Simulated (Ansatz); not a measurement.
# InBAs2: the band gap up the ladder of functionals

An exercise on one series of results from a longer session: the logs are not shown, and one member is left open.

The runs shown are made with Ansatz 0.2.0. PAW datasets, plane waves. These are computed values for a spin-unpolarised cell that may be hypothetical; none is a measurement.

### The structure to begin with

The cell was relaxed beforehand with r2SCAN.

Space group P-4m2 (No. 115), tetragonal; conventional cell a = 3.768 Å, c = 11.444 Å, 20.31 Å³ an atom. Around B lie 4 As at 2.19–2.20 Å; around As lie 4 B at 2.20 Å; around As lie 2 B at 2.19 Å and 2 In at 2.58 Å; around In lie 4 As at 2.55–2.58 Å; around As lie 4 In at 2.55 Å.

As a file:

```cif
data_structure
_symmetry_space_group_name_H-M 'P-4m2'
_symmetry_Int_Tables_number 115
_cell_length_a 3.7685
_cell_length_b 3.7685
_cell_length_c 11.4438
_cell_angle_alpha 90.000
_cell_angle_beta 90.000
_cell_angle_gamma 90.000
_cell_volume 162.52
loop_
_atom_site_label
_atom_site_type_symbol
_atom_site_symmetry_multiplicity
_atom_site_Wyckoff_symbol
_atom_site_fract_x
_atom_site_fract_y
_atom_site_fract_z
_atom_site_occupancy
B1 B 2 g 0.50000 0.00000 0.90107 1
As1 As 1 b 0.50000 0.50000 0.00000 1
As2 As 2 e 0.00000 0.00000 0.19588 1
In1 In 2 g 0.50000 0.00000 0.34982 1
As3 As 1 c 0.50000 0.50000 0.50000 1
```

The first run:

File input.yaml:

```yaml
crystal:
  lattice:
    - [3.7684587232, 0.0, 0.0]
    - [0.0, 3.7684587232, 0.0]
    - [0.0, 0.0, 11.4437715701]
  atoms:
    - { symbol: B, position: [0.5, 0.0, 0.9010699751] }
    - { symbol: As, position: [0.5, 0.5, 0.0] }
    - { symbol: B, position: [0.0, 0.5, 0.0989300249] }
    - { symbol: As, position: [0.0, 0.0, 0.1958752631] }
    - { symbol: In, position: [0.5, 0.0, 0.3498150162] }
    - { symbol: As, position: [0.5, 0.5, 0.5] }
    - { symbol: In, position: [0.0, 0.5, 0.6501849838] }
    - { symbol: As, position: [0.0, 0.0, 0.8041247369] }
kpoints:
  mp_grid: { grid: [8, 8, 2] }
  band_path:
    path:
      - [[0.0, 0.0, 0.0], [2.912757864396e-51, 0.5, -1.071209382381e-67], [0.5, 0.5, -5.225939387781e-34], [0.0, 0.0, 0.0], [-1.23555734134e-51, 1.412372382673e-84, 0.5], [1.237672154931e-50, 0.5, 0.5], [0.5, 0.5, 0.5], [-1.23555734134e-51, 1.412372382673e-84, 0.5]]
      - [[2.912757864396e-51, 0.5, -1.071209382381e-67], [1.237672154931e-50, 0.5, 0.5]]
      - [[0.5, 0.5, -5.225939387781e-34], [0.5, 0.5, 0.5]]
    npoints: 10
hamiltonian:
  xc: pbe
scf:
  occupations: { method: fermi_dirac, width: 0.02 }
  n_extra_bands: 6
output:
  forces: true
  stress: true
  eigenvalues: true
```

On the command line:

```sh
> ansatz run input.yaml --threads 4 --pin off --max-ram 6451MiB --backend cpu --events-out ev --progress --plain --runs-dir out
```

Steps of the session up to this table: PBE band path; r2SCAN; HSE06 at the same geometry; PBE+SOC.

One of the session's tables, all rows but one given; the rest of the session is left out.

```
  level  gap (eV)
    PBE     -0.14
 r2SCAN      0.04
  HSE06         ?
PBE+SOC     -0.08
```

**Question.** Estimate the row for HSE06.

As computed: gap (eV): 0.46. In the column «gap (eV)» it is the highest.

Meshes: PBE 8×8×2, r2SCAN 8×8×2, HSE06 4×4×2, PBE+SOC 8×8×2

In words: PBE finds no gap, while r2SCAN, HSE06 open one of up to 0.46 eV: the level of theory decides whether this is called a metal.

Limits of these values: Warnings in the runs' records: stress scf threshold loose, stress exchange threshold loose.
